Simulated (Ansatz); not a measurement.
Be, space group Im-3m, a comparison of functionals at one structure

Program: Ansatz 0.2.0, Python API.

Typed at the interpreter:
```pycon
>>> import ansatz as az
>>> KMESH = (17, 17, 17)
>>> SMEARING = "Fermi-Dirac"
>>> SIGMA = 0.15
>>> be = (
...     az.Lattice.of((-1.253121, 1.253121, 1.253121), (1.253121, -1.253121, 1.253121), (1.253121, 1.253121, -1.253121))
...     .atom("Be", (0.0, 0.0, 0.0))
... )
>>> be.resolved().tree()["lattice"]
((-1.253121, 1.253121, 1.253121), (1.253121, -1.253121, 1.253121), (1.253121, 1.253121, -1.253121))
>>> base = be.calculation().kpoints(*KMESH).occupations(SMEARING, width=SIGMA).forces().stress()
>>> rows = []
>>> for value in ["blyp", "lda", "pbesol"]:
...     summary = base.functional(value).run(threads=1).report
...     rows.append((value, summary["free_energy_ev"] / len(summary["lattice"]["sites"]), summary["n_iterations"], sum(summary["stress_gpa"][i][i] for i in range(3)) / 3, max(abs(f) for row in summary["forces_ev_ang"] for f in row), summary["n_kpoints"]))
...
DeckWarning: basis.ecutwfc = 420 eV, auto-derived from the records' recommended cutoffs: set by Be (normal level)
>>> print("  functional   F/atom (eV)    iterations       P (GPa)  max component (eV/A)      k-points")
  functional   F/atom (eV)    iterations       P (GPa)  max component (eV/A)      k-points
>>> for row in rows:
...     print(f"{str(row[0]):>12s}  {row[1]:12.5f}  {row[2]:12d}  {row[3]:12.3f}  {row[4]:20.4f}  {row[5]:12d}")
...
        blyp     -92.76706             6        -0.425                0.0000           165
         lda     -88.13247             6        -6.313                0.0000           165
      pbesol     -90.25433             6        -1.669                0.0000           165
```

From lowest to highest: LDA (-6.3 GPa), PBEsol (-1.7 GPa) and BLYP (-0.4 GPa). At a fixed cell a lower pressure usually means a smaller equilibrium volume, so LDA prefers the smallest cell and BLYP the largest.

BLYP can be off by several per cent in the lattices of metals, and by several GPa in the pressure at a fixed cell. The mesh is modest for a metal, so energies can be off by several to tens of meV an atom and pressures by half a GPa or more; differences at equal mesh fare better. The smearing is wide enough that free energy and stress hold a thermal part of the electrons. Forces vanish by symmetry here and test nothing. Pressure is positive in compression. This isn't the structure that Be takes at ambient conditions. Warnings are shown shortened and without file and line. Total energies of different functionals can't be compared; pressures, moments and gaps at this one structure can. Hardware and time: 2.7 s on 1 thread of Arm Neoverse V1, with other jobs on the host, peak memory 0.31 GiB.
